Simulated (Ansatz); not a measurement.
# C2H6BrFSi: up Jacob's ladder to CCSD(T)

The task here is to estimate one member of a computed series from the others.

Method: functionals in def2-TZVPP, the program's frozen cores in correlated methods; program: Ansatz 0.2.0, Gaussian basis.

Plan: PBE-D4, r2SCAN-D4, PBE0-D4, B3LYP-D4, ωB97X-V, ωB97M-V, B2PLYP; CCSD(T)/def2-TZVPP; MP2/def2-QZVPP; extrapolation to the limit.

## The geometry

The geometry comes from an earlier relaxation with PBE0-D4 in a triple-zeta def2 set; it is a stationary point, not always the lowest conformer.

SMILES `C[Si](C)(F)Br`, 11 atoms, charge 0, spin multiplicity 1.

Atoms are counted from 1 here; the program's logs count them from 0.

Bond lengths: C1–Si2 1.848 Å, C1–H6 1.092 Å, C1–H7 1.092 Å, C1–H8 1.093 Å, Si2–C3 1.848 Å, Si2–F4 1.599 Å, Si2–Br5 2.225 Å, C3–H9 1.092 Å, C3–H10 1.092 Å, C3–H11 1.093 Å. Angles: Si2–C1–H6 110.6°, Si2–C1–H7 110.6°, Si2–C1–H8 110.2°, H6–C1–H7 108.3°, H6–C1–H8 108.5°, H7–C1–H8 108.5°, C1–Si2–C3 115.1°, C1–Si2–F4 108.4°, C1–Si2–Br5 109.0°, C3–Si2–F4 108.4°, C3–Si2–Br5 109.0°, F4–Si2–Br5 106.5°, Si2–C3–H9 110.7°, Si2–C3–H10 110.6°, Si2–C3–H11 110.2°, H9–C3–H10 108.3°, H9–C3–H11 108.5°, H10–C3–H11 108.5°.

As a file:

```xyz
11
charge 0, multiplicity 1
C    -1.5331    0.3023    0.3255
Si    0.1002    0.2965   -0.5390
C     1.3938   -0.7707    0.2374
F    -0.1260   -0.1977   -2.0425
Br    0.8613    2.3833   -0.6660
H    -1.4262    0.6714    1.3479
H    -2.2423    0.9457   -0.1986
H    -1.9448   -0.7099    0.3630
H     1.6066   -0.4390    1.2559
H     2.3211   -0.7292   -0.3372
H     1.0547   -1.8096    0.2742
```

Set-up of the first run:

in.yaml

```yaml
crystal:
  periodic: [false, false, false]
  atoms:
    - {symbol: C, position_ang: [-1.533060, 0.302340, 0.325535]}
    - {symbol: Si, position_ang: [0.100241, 0.296478, -0.539026]}
    - {symbol: C, position_ang: [1.393837, -0.770742, 0.237396]}
    - {symbol: F, position_ang: [-0.126021, -0.197724, -2.042493]}
    - {symbol: Br, position_ang: [0.861293, 2.383286, -0.666023]}
    - {symbol: H, position_ang: [-1.426197, 0.671386, 1.347858]}
    - {symbol: H, position_ang: [-2.242318, 0.945717, -0.198584]}
    - {symbol: H, position_ang: [-1.944755, -0.709944, 0.363003]}
    - {symbol: H, position_ang: [1.606557, -0.439013, 1.255941]}
    - {symbol: H, position_ang: [2.321069, -0.729180, -0.337235]}
    - {symbol: H, position_ang: [1.054655, -1.809607, 0.274228]}
basis:
  gaussian: {orbitals: def2-TZVPP}
hamiltonian: {xc: pbe, dispersion: d4}
output: {forces: true, orbitals: {seedname: orbitals}}
```

On the command line:

```console
ansatz run in.yaml --threads 2 --pin off --events-out ev --progress --plain --max-ram 32768MiB --backend cpu
```

Steps of the session up to this table: PBE-D4 (GGA); r2SCAN-D4 (meta-GGA); PBE0-D4 (hybrid); B3LYP-D4 (hybrid); ωB97X-V (range-separated); ωB97M-V (range-separated); B2PLYP (double hybrid); CCSD(T) in def2-TZVPP; MP2 in def2-QZVPP.

One of the session's tables, all rows but one given; the rest of the session is left out.

| method | atomisation energy (kJ/mol) |
| --- | --- |
| PBE-D4 | 4227.8 |
| r2SCAN-D4 | 4202.8 |
| PBE0-D4 | 4184.2 |
| B3LYP-D4 | 4169.2 |
| ωB97X-V | 4193.0 |
| ωB97M-V | 4192.8 |
| B2PLYP | 4136.3 |
| HF/def2-TZVPP | ? |
| MP2/def2-TZVPP | 4159.4 |
| CCSD/def2-TZVPP | 4041.2 |
| CCSD(T)/def2-TZVPP | 4091.6 |
| MP2/CBS | 4267.7 |
| CCSD(T)/CBS | 4199.9 |

**Question.** Estimate the row for HF/def2-TZVPP.

The run gave: atomisation energy (kJ/mol): 3194.7. In the column «atomisation energy (kJ/mol)» it is the lowest.
